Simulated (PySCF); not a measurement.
**[Hg(OH)3]−: other functionals and bases at one geometry**

One table from this session's results is given with a row withheld; the runs are named, their logs left out.

The runs use PySCF 2.14.0; several levels, as the steps say, no spin–orbit coupling.

1 further run of the same task is left out (for a known fault of the program).

## The starting structure

7 atoms, charge -1, spin multiplicity 1.

Bond lengths: Hg1–O2 2.047 Å, Hg1–O4 2.046 Å, Hg1–O6 2.268 Å, O2–H3 0.963 Å, O4–H5 0.974 Å, O6–H7 0.963 Å. Angles: O2–Hg1–O4 167.8°, O2–Hg1–O6 113.9°, O4–Hg1–O6 78.3°, Hg1–O2–H3 105.7°, Hg1–O4–H5 91.5°, Hg1–O6–H7 115.0°.

Geometry (Å):

```xyz
7
H3HgO3
Hg    0.39380    0.44181    0.34200
O     2.23282   -0.45767    0.36929
H     2.87152    0.25264    0.24756
O    -1.21225    1.70942    0.30725
H    -1.83505    0.96132    0.28232
O    -1.34289   -1.01579    0.38225
H    -1.10794   -1.93456    0.21543
```

Formal oxidation states: Hg +2. An earlier session relaxed this geometry at PBE0, Hg def2-SVP with ECP60, O def2-SVP, H def2-SVP (singlet, point group C1).

At PBE0 on the finer grid: E = -380.509196 Eh, HOMO -0.72 eV, LUMO 4.13 eV, Mulliken charge on Hg1 +0.36 e, largest force component 0.025 eV/Å. 

Levels to run: TPSSh; M06-L; PBE0, TZVP. Hardware: 2 threads of Arm Neoverse V1, shared host.

The first run:

File run.py (the lines that set the calculation):

```python
mol = gto.M(atom='''
Hg     0.39380     0.44181     0.34200
O      2.23282    -0.45767     0.36929
H      2.87152     0.25264     0.24756
O     -1.21225     1.70942     0.30725
H     -1.83505     0.96132     0.28232
O     -1.34289    -1.01579     0.38225
H     -1.10794    -1.93456     0.21543''',
    basis={'Hg': 'def2-SVP', 'O': 'def2-SVP', 'H': 'def2-SVP'},
    ecp={'Hg': 'def2-SVP'},
    charge=-1, spin=0)
mf = dft.RKS(mol, xc='TPSSH')
mf.grids.atom_grid = (75, 302)
mf = mf.density_fit()  # fitting sets: Hg def2-universal-JKFIT, O def2-universal-JKFIT, H def2-universal-JKFIT
mf.conv_tol = 1e-08; mf.max_cycle = 55
mf.kernel(dm0)  # dm0: the density of the relaxed state
```

Launch:

```
> OMP_NUM_THREADS=2 python run.py
```

Among the steps run: TPSSh; M06-L; PBE0, TZVP.

One table of the session follows, with a row left open; its other results are not shown here.

```
              level  gap (eV)  charge on Hg1 (e)  dipole (D)  largest force component (eV/Å)
PBE0 (relaxed here)      4.86               0.36        3.92                            0.02
              TPSSh      3.67               0.31        3.75                            0.39
              M06-L         ?                  ?           ?                               ?
         PBE0, TZVP      4.87               0.69        4.36                            0.39
```

Estimate the missing values for M06-L.

The run gave: gap (eV): 2.99; charge on Hg1 (e): 0.45; dipole (D): 3.87; largest force component (eV/Å): 0.59. In the column «gap (eV)» it is the lowest.

The dipole of a charged species depends on the origin, so these sizes hold for this origin alone.

In one basis the HOMO–LUMO gap runs from 2.99 eV (M06-L) to 4.86 eV (PBE0). The largest leftover force, 0.59 eV/Å with M06-L, stands at a geometry relaxed at another level. Total energies of different levels can't be compared.
